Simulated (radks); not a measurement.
**Nuclear size and the levels of K³⁺**

An exercise on one series of results from a longer session: the logs are not shown, and one member is left open.

Program: radks (a radial shooting solver on a logarithmic mesh, Libxc functionals) version 1. Level of theory: Dirac Kohn-Sham, exchange-only LDA, spin-unpolarised, spherical densities, finite nucleus; open shells fill j = l - 1/2 first. These are calculated values, not measurements, unless marked.

### The atom as given

* element: potassium (Z = 19)
* charge: +3
* electrons: 16
* configuration: [Ne] 3s2 3p4
* nuclear rms radius: 3.4349 fm

The first run:

Input:

```text
Z 19
configuration [Ne] 3s2 3p4 4s0 3d0
relativity Dirac
functional lda,
spin unpolarised
j_filling energy
nucleus finite rms 3.4349 fm
c 137.035999084
```

Steps of the session up to this table: rms radius 3.4349 fm.

One of the session's tables, all rows but one given; the rest of the session is left out.

It belongs to the step «rms radius 3.4349 fm». Sizes of the orbitals, from the radial functions (bohr):

| level | <r> | outermost maximum (interpolated) | 90 % within | nodes |
| --- | --- | --- | --- | --- |
| 2p1/2 | ? | ? | ? | ? |
| 2p3/2 | 0.3514 | 0.263 | 0.581 | 0 |
| 3s1/2 | 1.205 | 1.05 | 1.80 | 2 |
| 3p1/2 | 1.294 | 1.10 | 1.97 | 1 |
| 3p3/2 | 1.301 | 1.11 | 1.98 | 1 |
| 3d3/2 | 1.567 | 1.20 | 2.54 | 0 |
| 3d5/2 | 1.569 | 1.20 | 2.54 | 0 |
| 4s1/2 | 2.994 | 2.76 | 4.31 | 3 |

Q: Estimate the row for 2p1/2 from the others.

As computed: <r>: 0.3489; outermost maximum (interpolated): 0.261; 90 % within: 0.578; nodes: 0. In the column «<r>» it is the lowest.
